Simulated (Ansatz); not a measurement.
# LaRuSi3: the cost of one run

Computed with Ansatz 0.2.0 (DFT r²SCAN, scalar-relativistic, plane waves, PAW, unless a step's input says otherwise).

2 further runs of the same task are left out: 2 set aside as unsound or not needed.

**1. The starting structure**

It takes space group I4mm (No. 107, tetragonal). The conventional cell has a = 4.265 Å, b = 4.265 Å, c = 9.964 Å, α = 90.00°, β = 90.00°, γ = 90.00°. La (site symmetry 4mm) has 12 Si at 3.12 to 3.37 Å and 5 Ru at 3.39 to 3.42 Å as nearest neighbours. Ru (site symmetry 4mm) is surrounded by 5 Si at 2.37 to 2.38 Å. Around Si (site symmetry 4mm) lie 1 Ru at 2.37 Å and 4 Si at 2.65 Å and 4 La at 3.12 Å. Si (site symmetry 2mm) has 2 Ru at 2.38 Å and 2 Si at 2.65 Å and 4 La at 3.19 to 3.37 Å as nearest neighbours.

As a file:

```xyz
5
Lattice="-2.1327 2.1327 4.9822 2.1327 -2.1327 4.9822 2.1327 2.1327 -4.9822" Properties=species:S:1:pos:R:3 pbc="T T T"
La    0.0000    0.0000    9.9574
Ru    0.0000    0.0000    6.5332
Si    0.0000    0.0000    4.1624
Si    2.1327    0.0000    2.5974
Si    0.0000    2.1327    2.5974
```

The cell is the database one, not relaxed. At r²SCAN, an earlier run found -0.12 GPa for this cell of 18.129 Å³/atom (10×10×10 mesh), metallic.

**2. Bands on a fine mesh, Fermi surface**

input.yaml reads:

```yaml
crystal:
  lattice:
    - [-2.1327289062, 2.1327289062, 4.9822331851]
    - [2.1327289062, -2.1327289062, 4.9822331851]
    - [2.1327289062, 2.1327289062, -4.9822331851]
  atoms:
    - { symbol: La, position: [0.99929371, 0.99929371, 0.0] }
    - { symbol: Ru, position: [0.65565031, 0.65565031, 0.0] }
    - { symbol: Si, position: [0.41772753, 0.41772753, 0.0] }
    - { symbol: Si, position: [0.26066472, 0.76066472, 0.5] }
    - { symbol: Si, position: [0.76066472, 0.26066472, 0.5] }
basis:
  ecutwfc: 500
  ecutrho_ratio: 4
kpoints:
  mp_grid: { grid: [10, 10, 10] }
hamiltonian:
  xc: r2scan
scf:
  occupations: { method: gaussian, width: 0.05 }
output:
  forces: true
  stress: true
  eigenvalues: true
  eigenstates:
    nscf_kmesh: { grid: [14, 14, 14] }
    de_dk: true
    e_range: [-2.5, 2.5]
  write_density: true
  write_potential: true
  elf: true
  volumetric_format: npy
```

Command:

```
ansatz run input.yaml --threads 8 --pin off --max-ram 15360MiB --backend cpu --events-out ev --progress --plain --runs-dir out
```

Q: Estimate wall time and peak memory on 8 threads of Intel Xeon Platinum 8488C (Sapphire Rapids), shared host.

About 18 s, with a peak of 1.1 GiB.
